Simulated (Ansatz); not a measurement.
# HfH₄ (singlet): from Hartree-Fock to the top rungs, def2-SVP

How much of the correlation energy of HfH₄ (singlet) does each wave-function method recover here?

Program: Ansatz 0.2.0, Gaussian basis. Level of theory: def2-SVP, core rule «outside noble gas», up to 4 orbitals frozen. These are calculated values, not measurements.

To be run: UHF; CCSD(T) on RHF; CISD; CCSDT(Q) on RHF; CCSDTQ on RHF.

10 further runs of the same task are left out: 7 for a known fault of the program, 3 set aside as unsound or not needed.

## (1) What is computed

The geometry is a PBE0/def2-TZVP stationary point (not a proven minimum). No spin-orbit coupling is included. Elements past krypton take def2 core potentials.

5 atoms, charge 0, spin multiplicity 1.

Atoms are counted from 1 here; the program's logs count them from 0.

Bond lengths: Hf1–H2 1.847 Å, Hf1–H3 1.847 Å, Hf1–H4 1.847 Å, Hf1–H5 1.847 Å. Angles: H2–Hf1–H3 109.5°, H2–Hf1–H4 109.5°, H2–Hf1–H5 109.5°, H3–Hf1–H4 109.5°, H3–Hf1–H5 109.5°, H4–Hf1–H5 109.5°.

## (2) UHF

The input, in.yaml:

```yaml
crystal:
  periodic: [false, false, false]
  atoms:
    - {symbol: Hf, position_ang: [0.000000, 0.000000, 0.000000]}
    - {symbol: H, position_ang: [1.065164, 1.067974, 1.066043]}
    - {symbol: H, position_ang: [-1.068670, -1.063768, 1.066739]}
    - {symbol: H, position_ang: [-1.064115, 1.064810, -1.070247]}
    - {symbol: H, position_ang: [1.067621, -1.069016, -1.062534]}
basis:
  gaussian: {orbitals: def2-SVP}
magnetization: {spin_polarized: true, initial_magnetization: 0}
hamiltonian: {xc: hf}
output: {orbitals: {seedname: orbitals}}
```

Command:

```bash
$ ansatz run in.yaml --threads 1 --pin off --events-out ev --progress --plain --max-ram 2816MiB --backend cpu
```

The runs that follow: CCSD(T) on RHF; CISD; CCSDT(Q) on RHF; CCSDTQ on RHF.

Q: Predict the results of all the runs planned. Wanted: RCCSDTQ below the RHF energy; RMP2 from RCCSDTQ; RCCSD from RCCSDTQ; RCCSD(T) from RCCSDTQ; RCCSDT(Q) from RCCSDTQ; T1 diagnostic.

As calculated:

```
                         quantity                        value
     RCCSDTQ below the RHF energy                   -3.7491 eV
                RMP2 from RCCSDTQ                   +859.1 meV
               RCCSD from RCCSDTQ                    +76.1 meV
            RCCSD(T) from RCCSDTQ                    +15.4 meV
           RCCSDT(Q) from RCCSDTQ                      0.0 meV
levels within 1 kcal/mol (43 meV)  RCCSD(T), RCCSDT, RCCSDT(Q)
                    T1 diagnostic                        0.018
```

In words: RCCSD(T) lands +15.4 meV from the yardstick (0.4 % of the correlation energy). These misses are within one basis, not against nature.
